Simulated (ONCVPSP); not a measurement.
**An ONCV potential for Hf, from input to tests**

Aim: build the potential from the settings below, then test how well it stands in for the atom: other configurations, scattering, ghost states and the plane-wave cutoff that it needs.

Program: ONCVPSP 4.0.1. Reference atom: PBE, scalar-relativistic, spherical and spin-unpolarised. All values are calculated.

## Step 1: The atom and the settings

The settings as typed:

| Property | Result |
| --- | --- |
| element | hafnium (Hf, Z = 72) |
| type | optimised norm-conserving Vanderbilt (ONCV) |
| frozen core | [Kr] 4d10 |
| valence charge | 26 |
| reference configuration | 4f14 5s2 5p6 5d2 6s2 |
| partial waves | 5s+6s: rc 1.75 bohr, ncon 4, nbas 7, qcut 5.9 1/bohr, 2 projectors; 5p: rc 1.55 bohr, ncon 4, nbas 7, qcut 10.9 1/bohr, 2 projectors, debl 1.6 Ha; 5d: rc 2.40 bohr, ncon 4, nbas 9, qcut 5.8 1/bohr, 2 projectors, debl 3.9 Ha; 4f: rc 1.00 bohr, ncon 5, nbas 9, qcut 16 1/bohr, 2 projectors, debl 1.4 Ha |
| local potential | polynomial inside 0.85 bohr (lpopt 5, dvloc0 1 Ha) |
| core correction | Teter function, fcfact 3.25, rcfact 1.35 |

The outer shells as boxes (Hund's rule for the drawing; the calculation is spin-unpolarised):

```
[Kr] core
4d [↑↓][↑↓][↑↓][↑↓][↑↓]
4f [↑↓][↑↓][↑↓][↑↓][↑↓][↑↓][↑↓]
5s [↑↓]
5p [↑↓][↑↓][↑↓]
5d [↑ ][↑ ][  ][  ][  ]
6s [↑↓]
```

The nodes and maxima of the atom's own shells, from an earlier all-electron run, set the scale for the radii.

All-electron outer shells of the reference configuration (PBE, scalar-relativistic, ld1.x):

```json
{"shell": "4d", "level (eV)": "-206.67", "outermost node (bohr)": "0.23", "outermost maximum (bohr)": "0.47"}
{"shell": "5s", "level (eV)": "-67.02", "outermost node (bohr)": "0.55", "outermost maximum (bohr)": "1.01"}
{"shell": "5p", "level (eV)": "-35.57", "outermost node (bohr)": "0.60", "outermost maximum (bohr)": "1.16"}
{"shell": "4f", "level (eV)": "-16.83", "outermost node (bohr)": "–", "outermost maximum (bohr)": "0.45"}
{"shell": "6s", "level (eV)": "-5.11", "outermost node (bohr)": "1.37", "outermost maximum (bohr)": "2.89"}
{"shell": "5d", "level (eV)": "-2.69", "outermost node (bohr)": "0.67", "outermost maximum (bohr)": "1.69"}
{"shell": "6p", "level (eV)": "-1.40", "outermost node (bohr)": "1.66", "outermost maximum (bohr)": "4.05"}
```

## Step 2: The generation run

Hf.dat

```
# ATOM AND REFERENCE CONFIGURATION
# atsym  z   nc   nv     iexc    psfile
  Hf 72.00    9    5        4      upf
#
#   n    l    f
    1    0    2.00
    2    0    2.00
    2    1    6.00
    3    0    2.00
    3    1    6.00
    3    2   10.00
    4    0    2.00
    4    1    6.00
    4    2   10.00
    4    3   14.00
    5    0    2.00
    5    1    6.00
    5    2    2.00
    6    0    2.00
#
# PSEUDOPOTENTIAL AND OPTIMIZATION
# lmax
    3
#
#   l,   rc,      ep,       ncon, nbas, qcut
    0    1.75    0.00    4    7    5.90
    1    1.55    0.00    4    7   10.90
    2    2.40    0.00    4    9    5.80
    3    1.00    0.00    5    9   16.00
#
# LOCAL POTENTIAL
# lloc, lpopt,  rc(5),   dvloc0
    4    5    0.85    1.00
#
# VANDERBILT-KLEINMAN-BYLANDER PROJECTORs
# l, nproj, debl
    0    2    2.60
    1    2    1.60
    2    2    3.90
    3    2    1.40
#
# MODEL CORE CHARGE
# icmod, fcfact, rcfact
    3    3.25    1.35
#
# LOG DERIVATIVE ANALYSIS
# epsh1, epsh2, depsh
   -4.00    5.00    0.02
#
# OUTPUT GRID
# rlmax, drl
    6.00    0.01
#
# TEST CONFIGURATIONS
# ncnf
    4
# nvcnf
#   n    l    f
    5
    4    3   14.00
    5    0    2.00
    5    1    6.00
    5    2    2.00
    6    0    1.00
#
    5
    4    3   14.00
    5    0    2.00
    5    1    6.00
    5    2    2.00
    6    0    0.00
#
    5
    4    3   14.00
    5    0    2.00
    5    1    6.00
    5    2    1.00
    6    0    0.00
#
    5
    4    3   13.00
    5    0    2.00
    5    1    6.00
    5    2    3.00
    6    0    2.00
#
```

Launch:

```bash
$ oncvpsp.x < Hf.dat > Hf.out
```

Q: Predict the outcome of this session. Wanted: cutoffs for 1 and 0.1 mHa per electron, occupied waves; bound ghosts; GHOST(+) flags; largest test error; largest phase difference near zero energy, channels read; rms error of d²Exc/dn², without and with the model core.

The runs gave:

```
                                                quantity                                                value
  cutoffs for 1 and 0.1 mHa per electron, occupied waves                                    135 Ha and 321 Ha
                                            bound ghosts                                      s at -176.62 eV
                                          GHOST(+) flags                             p at 129 eV, d at 399 eV
                            largest test error (AE − PS)  -94 meV, for 4f13 5s2 5p6 5d3 6s2 (1 test unsolved)
largest phase difference near zero energy, channels read                                            0.000 rad
 rms error of d²Exc/dn², without and with the model core                                    4.43 and 2.10 mHa
```

What this shows: A bound ghost (s) makes it unfit for use: electrons can fall into a state that the atom doesn't have. By total energies transferability is fair where solved: the largest error is 94 meV on 17.5 eV, for 4f13 5s2 5p6 5d3 6s2. Of the tests 1 gave no usable energy difference, which is a warning in itself. By its cutoff, 135 Ha for the looser tolerance, it is very hard. At the looser tolerance the 4f wave is the slowest; 5p needs 33 Ha. Near zero energy the phases of the channels with partial waves agree within 0.001 rad. The program also flags highly localised states, GHOST(+) (p, d). All of this concerns the isolated atom, not yet a solid.
